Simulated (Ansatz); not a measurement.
# HfH (quartet): wave-function methods side by side at distance Hf1–H2 = 5.149 Å, def2-TZVPP

An exercise on one series of results from a longer session: the logs are not shown, and one member is left open.

Program: Ansatz 0.2.0, Gaussian basis. Level of theory: def2-TZVPP, core rule «outside noble gas», up to 4 orbitals frozen. These are calculated values, not measurements.

Plan: UHF; CCSD(T) on ROHF; CCSD(T) on UHF; CCSDT(Q) on ROHF; CCSDT(Q) on UHF; CASSCF and MRCISD+Q, 5 electrons in 5 orbitals; CASSCF and NEVPT2, 5 electrons in 5 orbitals.

33 further runs of the same task are left out: 22 for a known fault of the program, 11 that didn't finish.

## The geometry

The geometry derives from a PBE0/def2-TZVP stationary point (not a proven minimum). One bond is set to the value named and the two fragments are kept rigid. No spin-orbit coupling is included. Elements past krypton take def2 core potentials.

2 atoms, charge 0, spin multiplicity 4.

Atoms are counted from 1 here; the program's logs count them from 0.

No contacts short enough for the rule that draws bonds.

Set-up of the first run:

The input, in.yaml:

```yaml
crystal:
  periodic: [false, false, false]
  atoms:
    - {symbol: Hf, position_ang: [0.000000, 0.000000, 0.000000]}
    - {symbol: H, position_ang: [0.000000, 0.000000, 5.149000]}
basis:
  gaussian: {orbitals: def2-TZVPP}
magnetization: {spin_polarized: true, initial_magnetization: 3}
hamiltonian: {xc: hf}
output: {orbitals: {seedname: orbitals}}
```

The run is started by

```console
$ ansatz run in.yaml --threads 1 --pin off --events-out ev --progress --plain --max-ram 4096MiB --backend cpu
```

Steps of the session up to this table: UHF; CCSD(T) on ROHF; CCSD(T) on UHF; CCSDT(Q) on ROHF; CCSDT(Q) on UHF; CASSCF and MRCISD+Q, 5 electrons in 5 orbitals; CASSCF and NEVPT2, 5 electrons in 5 orbitals.

One of the session's tables, all rows but one given; the rest of the session is left out.

```
       method  from RCCSDT(Q) (kJ/mol)
         ROHF                   +175.7
          UHF                   +162.1
         RMP2                    +44.3
         UMP2                    +36.6
        RCCSD                    +12.3
        UCCSD                     +3.5
     RCCSD(T)                     +3.6
     UCCSD(T)                     -4.7
       RCCSDT                     +0.3
       UCCSDT                     -7.9
    RCCSDT(Q)                        0
    UCCSDT(Q)                     -8.2
  CASSCF pair                   +139.7
  NEVPT2 pair                    +57.2
  MRCISD pair                    +12.8
MRCISD+Q pair                        ?
```

Q: Estimate the row for MRCISD+Q pair from the others.

**Answer.** from RCCSDT(Q) (kJ/mol): +3.1. In the column «from RCCSDT(Q) (kJ/mol)» it lies between RCCSDT (+0.3) and UCCSD (+3.5).

To keep in mind: Restricted and unrestricted rows rest on different reference determinants; where their highest levels disagree by more than a few hundredths of an eV, they describe different states and don't form one ladder.
